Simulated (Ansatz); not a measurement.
# H3W: the cost of one run

The runs use Ansatz 0.2.0, Gaussian basis; def2-QZVPP, core rule «outside noble gas», up to 4 orbitals frozen.

The runs, in order: UHF; ROHF; CCSD(T) on UHF.

### 1 The geometry

The geometry is a PBE0/def2-TZVP stationary point (not a proven minimum) of the parent state, kept for this charge and spin. No spin-orbit coupling is included. Elements past krypton take def2 core potentials.

4 atoms, charge 0, spin multiplicity 4.

Atoms are counted from 1 here; the program's logs count them from 0.

Bond lengths: W1–H2 1.697 Å, W1–H3 1.809 Å, W1–H4 1.809 Å. Angles: H2–W1–H3 90.2°, H2–W1–H4 90.2°, H3–W1–H4 179.6°.

### 2 UHF

The input, in.yaml:

```yaml
crystal:
  periodic: [false, false, false]
  atoms:
    - {symbol: W, position_ang: [0.000000, -0.009090, 0.000000]}
    - {symbol: H, position_ang: [0.000000, 1.688316, 0.000000]}
    - {symbol: H, position_ang: [0.000000, -0.015207, 1.808801]}
    - {symbol: H, position_ang: [0.000000, -0.015207, -1.808801]}
basis:
  gaussian: {orbitals: "def2-QZVPP.json"}
magnetization: {spin_polarized: true, initial_magnetization: 3}
hamiltonian: {xc: hf}
output: {orbitals: {seedname: orbitals}}
```

Run with:

```
$ ansatz run in.yaml --threads 1 --pin off --events-out ev --progress --plain --max-ram 4096MiB --backend cpu
```

**Question.** How long does this run take on 1 thread of AMD EPYC 7R13, shared host, and how much memory does it need?

About 14 s, with a peak of 0.34 GiB.
